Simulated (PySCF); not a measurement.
# trifluoroacetyl chloride (C2ClF3O): electronic excitations and core binding energies

Wanted: the electronic excitations and core binding energies of trifluoroacetyl chloride (C2ClF3O) (`O=C(Cl)C(F)(F)F`), by calculation.

Computed with PySCF 2.14.0, with density-fitted response routines of our own, on a single molecule in the gas phase. Atoms count from 0, in the outputs and in this text.

### 1 Starting geometry

7 atoms, charge 0, multiplicity 1; geometry from: GFN2-xTB.

Bonds of the start (Å): O0–C1 1.18, C1–Cl2 1.72, C1–C3 1.55, C3–F4 1.33, C3–F5 1.33, C3–F6 1.33.

### 2 Excited states and response: CAM-B3LYP/def2-SVPD

The job: settings as JSON, then the geometry in Å.

```
{"job": {"kind": "uv", "xc": "CAM-B3LYP", "basis": "def2-SVPD", "nstates": 8, "ntriplets": 3}, "charge": 0, "multiplicity": 1}
O      1.188654     1.391587    -0.547011
C      0.836614     0.370599    -0.068202
Cl     1.880038    -0.774853     0.688731
C     -0.635666    -0.127855    -0.034253
F     -1.052817    -0.309566     1.220439
F     -0.763277    -1.292451    -0.673636
F     -1.450212     0.747443    -0.613145
```

With the program's defaults for keys left out, this is: TDDFT CAM-B3LYP/def2-SVPD, vertical, gas phase, core orbitals frozen in the response.

Run with:

```sh
OMP_NUM_THREADS=1 python probes_run.py task.json out
```

One launch serves the whole session: the jobs run in the order shown.

The program printed:

```text
coarse grid: 8144 points
cycle   1  E = -910.1690597364  dE =  1.440e+00  |g| = 1.257e+00  |ddm| = 3.247e+00
cycle   2  E = -909.6397299230  dE =  5.293e-01  |g| = 2.201e+00  |ddm| = 2.920e+00
cycle   3  E = -910.4738614385  dE = -8.341e-01  |g| = 2.085e-01  |ddm| = 1.881e+00
cycle   4  E = -910.4803544972  dE = -6.493e-03  |g| = 1.077e-01  |ddm| = 2.629e-01
cycle   5  E = -910.4824167359  dE = -2.062e-03  |g| = 1.421e-02  |ddm| = 9.369e-02
cycle   6  E = -910.4824584902  dE = -4.175e-05  |g| = 4.620e-03  |ddm| = 2.041e-02
cycle   7  E = -910.4824647156  dE = -6.225e-06  |g| = 1.314e-03  |ddm| = 9.600e-03
final grid: 80184 points
cycle   8  E = -910.5972048043  dE = -2.012e-05  |g| = 4.647e-03  |ddm| = 3.268e-02
cycle   9  E = -910.5972020165  dE =  2.788e-06  |g| = 6.297e-03  |ddm| = 7.208e-03
cycle  10  E = -910.5972082065  dE = -6.190e-06  |g| = 7.469e-04  |ddm| = 4.479e-03
cycle  11  E = -910.5972083057  dE = -9.925e-08  |g| = 2.705e-04  |ddm| = 8.692e-04
cycle  12  E = -910.5972083191  dE = -1.335e-08  |g| = 6.794e-05  |ddm| = 2.826e-04
cycle  13  E = -910.5972083204  dE = -1.359e-09  |g| = 1.617e-05  |ddm| = 1.092e-04
cycle  14  E = -910.5972083205  dE = -1.151e-10  |g| = 8.687e-06  |ddm| = 4.012e-05
converged SCF energy = -910.5972083205

Static polarisability (au): isotropic 44.190, principal 35.104 43.775 53.691

Singlet excitations
state   eV       nm        f      main configurations
  1   4.8781    254.2   0.00011   H->L 0.97
  2   6.3532    195.2   0.00001   H-1->L 0.99
  3   6.9322    178.9   0.05137   H-2->L 0.88
  4   8.4897    146.0   0.01748   H-1->L+1 0.63, H->L+1 0.17
  5   8.5306    145.3   0.00089   H-2->L+1 0.82
  6   9.1069    136.1   0.33377   H->L+1 0.54, H-1->L+1 0.20
  7   9.3048    133.2   0.00542   H->L+2 0.73, H->L+3 0.12
  8   9.3673    132.4   0.00105   H-6->L 0.79, H-5->L 0.12

Triplet excitations (Tamm-Dancoff, eV): 4.3046 5.4206 6.1592
```

Wall time 28 s (1 thread of Arm Neoverse V1, shared host); peak memory 0.69 GiB.

The orbitals next to the gap, with their largest atomic shares:

```
orbital      eV                       atoms
 HOMO−3  -14.29   F6 37 %, F5 31 %, F4 31 %
 HOMO−2  -11.84  Cl2 73 %, O0 15 %, C1 11 %
 HOMO−1  -11.82    Cl2 78 %, C1 9 %, C3 4 %
   HOMO  -11.20   O0 56 %, Cl2 22 %, C1 9 %
   LUMO   -1.35  C1 40 %, O0 34 %, Cl2 13 %
 LUMO+1    0.90   Cl2 66 %, C1 19 %, O0 5 %
 LUMO+2    1.34  Cl2 26 %, C3 21 %, C1 15 %
```

With each of the 8 states as a Gaussian band of 0.4 eV half-width at 1/e, the curve within the window shown has maxima at 179 nm (ε 2,100), 136 nm (ε 14,000) L/(mol cm). Beyond the last state computed it falls off for lack of states. The curve at chosen wavelengths:

| nm | ε (L/mol/cm) |
| --- | --- |
| 128 | 2019 |
| 134 | 12467 |
| 141 | 7351 |
| 147 | 1429 |
| 154 | 217 |
| 160 | 58 |
| 167 | 491 |
| 173 | 1520 |
| 180 | 2043 |
| 186 | 1295 |
| 192 | 484 |
| 199 | 90 |
| 205 | 15 |
| 212 | 1 |
| 218 | 0 |
| 225 | 0 |
| 231 | 1 |
| 237 | 2 |
| 244 | 3 |
| 250 | 4 |
| 257 | 4 |
| 263 | 4 |
| 270 | 3 |
| 276 | 2 |
| 283 | 1 |
| 289 | 0 |

Ground-state properties from the same run:

```
           property  computed
  dipole moment (D)      1.05
polarisability (Å³)      6.55
 HOMO–LUMO gap (eV)      9.85
      −ε(HOMO) (eV)     11.20
```

### 3 Core holes by ΔSCF: SCAN, X2C

The job, as its differences from that of step 2:

```diff
@@ -1,2 +1,2 @@
-{"job": {"kind": "uv", "xc": "CAM-B3LYP", "basis": "def2-SVPD", "nstates": 8, "ntriplets": 3}, "charge": 0, "multiplicity": 1}
+{"job": {"kind": "xps"}, "charge": 0, "multiplicity": 1}
 O      1.188654     1.391587    -0.547011
```

Method: delta-SCF UKS SCAN, pcX-2 on the ionised atom, pcseg-1 elsewhere, spin-free X2C.

The program printed:

```text
ground state, core basis on atom 0 (O), 133 functions
  cycle   1  E = -912.38036206  |g| = 1.16e+00
  cycle   2  E = -910.96755239  |g| = 2.96e+00
  cycle   3  E = -912.58141902  |g| = 4.18e-01
  cycle   4  E = -912.61091646  |g| = 1.95e-01
  cycle   5  E = -912.61818499  |g| = 3.25e-02
  cycle   6  E = -912.61839407  |g| = 1.34e-02
  cycle   7  E = -912.61843185  |g| = 5.07e-03
  cycle   8  E = -912.61843854  |g| = 1.20e-03
  cycle   9  E = -912.61844053  |g| = 3.39e-04
  E(ground) = -912.61774371 Eh
hole in O 1s of atom 0
  cycle   1  E = -891.94206447  |g| = 2.22e+00
  cycle   2  E = -890.74370264  |g| = 2.48e+00
  cycle   3  E = -892.40428719  |g| = 7.67e-01
  cycle   4  E = -892.43691577  |g| = 7.72e-01
  cycle   5  E = -892.76885179  |g| = 8.00e-02
  cycle   6  E = -892.77035534  |g| = 5.20e-02
  cycle   7  E = -892.77127565  |g| = 2.02e-02
  cycle   8  E = -892.77140065  |g| = 5.05e-03
  cycle   9  E = -892.77141041  |g| = 2.35e-03
  cycle  10  E = -892.77141298  |g| = 1.02e-03
  cycle  11  E = -892.77141302  |g| = 3.06e-04
  E(ion) = -892.77216067 Eh   <S^2> = 0.7678   hole on atom = 1.000   binding energy = 540.026 eV
ground state, core basis on atom 1 (C), 133 functions
  cycle   1  E = -912.59792485  |g| = 9.70e-02
  cycle   2  E = -912.59071691  |g| = 2.08e-01
  cycle   3  E = -912.59894167  |g| = 2.77e-02
  cycle   4  E = -912.59908564  |g| = 8.59e-03
  cycle   5  E = -912.59910236  |g| = 2.26e-03
  cycle   6  E = -912.59910437  |g| = 4.35e-04
  E(ground) = -912.60072060 Eh
hole in C 1s of atom 1
  cycle   1  E = -901.15757221  |g| = 1.51e+00
  cycle   2  E = -898.24697177  |g| = 2.78e+00
  cycle   3  E = -901.23919984  |g| = 1.04e+00
  cycle   4  E = -901.34126987  |g| = 8.72e-01
  cycle   5  E = -901.61194604  |g| = 4.28e-01
  cycle   6  E = -901.70663892  |g| = 8.48e-02
  cycle   7  E = -901.70900125  |g| = 3.30e-02
  cycle   8  E = -901.70947826  |g| = 1.06e-02
  cycle   9  E = -901.70954496  |g| = 6.08e-03
  cycle  10  E = -901.70957628  |g| = 2.90e-03
  cycle  11  E = -901.70958820  |g| = 2.54e-03
  cycle  12  E = -901.70960367  |g| = 8.87e-04
  cycle  13  E = -901.70960727  |g| = 4.49e-04
  E(ion) = -901.70894017 Eh   <S^2> = 0.7952   hole on atom = 1.000   binding energy = 296.380 eV
ground state, core basis on atom 2 (Cl), 144 functions
  cycle   1  E = -912.77506665  |g| = 4.86e-01
  cycle   2  E = -912.77472804  |g| = 7.20e-02
  cycle   3  E = -912.77101095  |g| = 1.50e-01
  cycle   4  E = -912.77532270  |g| = 2.75e-02
  cycle   5  E = -912.77546208  |g| = 6.12e-03
  cycle   6  E = -912.77546833  |g| = 1.59e-03
  cycle   7  E = -912.77546958  |g| = 2.55e-04
  E(ground) = -912.76247973 Eh
hole in Cl 1s of atom 2
  cycle   1  E = -807.52055813  |g| = 5.47e+00
  cycle   2  E = -807.45831320  |g| = 2.44e+00
  cycle   3  E = -807.16140479  |g| = 1.83e+00
  cycle   4  E = -808.68337406  |g| = 4.35e-01
  cycle   5  E = -808.73157685  |g| = 2.60e-01
  cycle   6  E = -808.75525437  |g| = 8.14e-02
  cycle   7  E = -808.75755424  |g| = 2.63e-02
  cycle   8  E = -808.75783464  |g| = 6.30e-03
  cycle   9  E = -808.75784607  |g| = 3.33e-03
  cycle  10  E = -808.75785150  |g| = 1.63e-03
  cycle  11  E = -808.75785244  |g| = 6.77e-04
  cycle  12  E = -808.75785274  |g| = 4.30e-04
  E(ion) = -808.75364293 Eh   <S^2> = 0.7534   hole on atom = 1.000   binding energy = 2830.225 eV
hole in Cl 2p of atom 2
  cycle   1  E = -904.65634529  |g| = 1.71e+00
  cycle   2  E = -904.15500360  |g| = 1.66e+00
  cycle   3  E = -904.60105098  |g| = 1.09e+00
  cycle   4  E = -905.10121053  |g| = 1.85e-01
  cycle   5  E = -905.10948200  |g| = 1.01e-01
  cycle   6  E = -905.11409283  |g| = 2.92e-02
  cycle   7  E = -905.11439115  |g| = 1.29e-02
  cycle   8  E = -905.11444582  |g| = 3.37e-03
  cycle   9  E = -905.11444980  |g| = 1.13e-03
  cycle  10  E = -905.11445105  |g| = 5.93e-04
  cycle  11  E = -905.11444939  |g| = 4.14e-04
  E(ion) = -905.10997685 Eh   <S^2> = 0.7529   hole on atom = 1.001   binding energy = 208.235 eV
  2p3/2 = 207.636 eV   2p1/2 = 209.291 eV
ground state, core basis on atom 3 (C), 133 functions
  cycle   1  E = -912.60367340  |g| = 6.70e-02
  cycle   2  E = -912.60334428  |g| = 5.50e-02
  cycle   3  E = -912.60375880  |g| = 3.23e-02
  cycle   4  E = -912.60396489  |g| = 7.10e-03
  cycle   5  E = -912.60397236  |g| = 3.62e-03
  cycle   6  E = -912.60397584  |g| = 6.12e-04
  cycle   7  E = -912.60397676  |g| = 1.33e-04
  E(ground) = -912.60421166 Eh
hole in C 1s of atom 3
  cycle   1  E = -901.06192623  |g| = 1.50e+00
  cycle   2  E = -892.64781083  |g| = 3.94e+00
  cycle   3  E = -901.22685510  |g| = 8.62e-01
  cycle   4  E = -901.46882537  |g| = 6.18e-01
  cycle   5  E = -901.55207638  |g| = 3.05e-01
  cycle   6  E = -901.58022403  |g| = 2.02e-01
  cycle   7  E = -901.59796333  |g| = 1.80e-02
  cycle   8  E = -901.59802036  |g| = 1.51e-02
  cycle   9  E = -901.59809502  |g| = 5.67e-03
  cycle  10  E = -901.59810753  |g| = 1.22e-03
  cycle  11  E = -901.59810917  |g| = 1.08e-03
  cycle  12  E = -901.59810999  |g| = 4.05e-04
  E(ion) = -901.60020122 Eh   <S^2> = 0.7726   hole on atom = 1.000   binding energy = 299.434 eV
ground state, core basis on atom 4 (F), 133 functions
  cycle   1  E = -912.63314144  |g| = 1.19e-01
  cycle   2  E = -912.63265130  |g| = 7.31e-02
  cycle   3  E = -912.63274790  |g| = 6.84e-02
  cycle   4  E = -912.63338652  |g| = 3.21e-03
  cycle   5  E = -912.63338896  |g| = 1.15e-03
  cycle   6  E = -912.63338957  |g| = 5.12e-04
  cycle   7  E = -912.63338936  |g| = 1.33e-04
  E(ground) = -912.63703540 Eh
hole in F 1s of atom 4
  cycle   1  E = -886.20615077  |g| = 2.58e+00
  cycle   2  E = -885.46277922  |g| = 2.48e+00
  cycle   3  E = -886.64236745  |g| = 1.04e+00
  cycle   4  E = -886.85123297  |g| = 7.76e-01
  cycle   5  E = -887.06092725  |g| = 2.53e-01
  cycle   6  E = -887.08495464  |g| = 1.07e-01
  cycle   7  E = -887.08878281  |g| = 2.84e-02
  cycle   8  E = -887.08910970  |g| = 6.69e-03
  cycle   9  E = -887.08912582  |g| = 3.83e-03
  cycle  10  E = -887.08913523  |g| = 7.87e-04
  cycle  11  E = -887.08913561  |g| = 2.52e-04
  E(ion) = -887.09910126 Eh   <S^2> = 0.7574   hole on atom = 1.000   binding energy = 694.923 eV
```

Run time: 30 s. Hardware: 1 thread of Arm Neoverse V1, shared host; peak memory 0.52 GiB.

The holes in one table. −ε is the ground-state orbital energy:

```
       hole  stands for              environment  ΔSCF (eV; 2p as the shell's mean)  −ε (eV)   ⟨S²⟩
  O1s on O0          O0          carbonyl oxygen                             540.03    518.6  0.768
  C1s on C1          C1          carbonyl carbon                             296.38    279.0  0.795
Cl1s on Cl2         Cl2     chlorine bonded to C                            2830.22   2765.1  0.753
Cl2p on Cl2         Cl2     chlorine bonded to C                             208.19    194.9  0.753
  C1s on C3          C3               CF3 carbon                             299.43    281.7  0.773
  F1s on F4  F4, F5, F6  fluorine of a CF3 group                             694.92    668.7  0.757
```

Each hole run stands for the others of its class of like atoms.

With the spin-orbit splitting: Cl2 2p3/2 207.64, 2p1/2 209.29 eV. The table gives each 2p level as the mean over the whole 2p shell (two parts 2p3/2, one part 2p1/2), which differs a little from the single hole in the log.

### 4 Summary of results

```
                                quantity                        value
    lowest singlet (CAM-B3LYP/def2-SVPD)  4.88 eV (254 nm), f = 0.000
brightest single state of those computed  state 6, 9.11 eV, f = 0.334
                          lowest triplet                      4.30 eV
        C1s binding energies, SCAN/pcX-2      C3 299.43, C1 296.38 eV
        O1s binding energies, SCAN/pcX-2                 O0 540.03 eV
       Cl1s binding energies, SCAN/pcX-2               Cl2 2830.22 eV
       Cl2p binding energies, SCAN/pcX-2                Cl2 208.19 eV
        F1s binding energies, SCAN/pcX-2                 F4 694.92 eV
```

In words: The first singlet state (HOMO→LUMO 0.97) lies at 4.88 eV and is dark; of the 8 states computed, the strongest absorption comes from state 6 at 9.11 eV. The lowest triplet lies 0.57 eV below the lowest singlet (triplets in Tamm-Dancoff, singlets in full TDDFT). C3 (CF3 carbon) binds its C1s electron 3.05 eV more tightly than C1 (carbonyl carbon).
